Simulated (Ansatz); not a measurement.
What does this script print? It uses the Python package of Ansatz (0.2.0).

Contents of `input.yaml`:
```yaml
crystal:
  lattice:
    - [3.819162, 0.0, 0.0]
    - [-0.003132, 3.881334, 0.0]
    - [-1.8918, -1.832646, 10.729711]
  atoms:
    - { symbol: Mg, position: [0.237768, 0.232907, 0.343077] }
    - { symbol: Ti, position: [0.673563, 0.672723, 0.212889] }
    - { symbol: Zn, position: [0.42276, 0.438047, 0.74051] }
    - { symbol: Bi, position: [0.77164, 0.831722, 0.54872] }
    - { symbol: Bi, position: [0.011886, 0.022839, 0.924955] }
    - { symbol: O, position: [0.96084, 0.47228, 0.814403] }
    - { symbol: O, position: [0.458478, 0.973367, 0.81431] }
    - { symbol: O, position: [0.198562, 0.696115, 0.265829] }
    - { symbol: O, position: [0.700683, 0.197436, 0.267103] }
    - { symbol: O, position: [0.412822, 0.324608, 0.535457] }
    - { symbol: O, position: [0.597571, 0.602389, 0.052497] }
kpoints:
  mp_grid: { grid: [5, 5, 2] }
hamiltonian:
  xc: lda
scf:
  occupations: { method: fixed }
output:
  forces: true
  stress: true
```

`mgtiznbi2o6_convert.py`
```python
# -*- coding: utf-8 -*-
"""Turn an input file for MgTiZnBi2O6 into a chain of calls."""

import logging
import sys

import ansatz

logging.basicConfig(stream=sys.stdout, format="[%(levelname)s] %(message)s")
logger = logging.getLogger("ansatz_job")
logger.setLevel(logging.INFO)


def main():
    job = ansatz.Calculation.from_yaml("input.yaml")
    print(job.to_python())


if __name__ == "__main__":
    main()
```

Output of `python mgtiznbi2o6_convert.py`:
```text
(
    az.Lattice.of(((3.819162, 0.0, 0.0), (-0.003132, 3.881334, 0.0), (-1.8918, -1.832646, 10.729711)))
    .atom("Mg", (0.237768, 0.232907, 0.343077))
    .atom("Ti", (0.673563, 0.672723, 0.212889))
    .atom("Zn", (0.42276, 0.438047, 0.74051))
    .atom("Bi", (0.77164, 0.831722, 0.54872))
    .atom("Bi", (0.011886, 0.022839, 0.924955))
    .atom("O", (0.96084, 0.47228, 0.814403))
    .atom("O", (0.458478, 0.973367, 0.81431))
    .atom("O", (0.198562, 0.696115, 0.265829))
    .atom("O", (0.700683, 0.197436, 0.267103))
    .atom("O", (0.412822, 0.324608, 0.535457))
    .atom("O", (0.597571, 0.602389, 0.052497))
    .calculation()
    .kpoints(5, 5, 2)
    .functional("lda")
    .occupations(method="fixed")
    .forces()
    .stress()
)
```

The input is only written out: it wasn't run, and its settings aren't tested. The structure comes from a database and needn't be a stable phase.

(A comment or docstring line of the script was reworded after the run, the code is as it ran.)
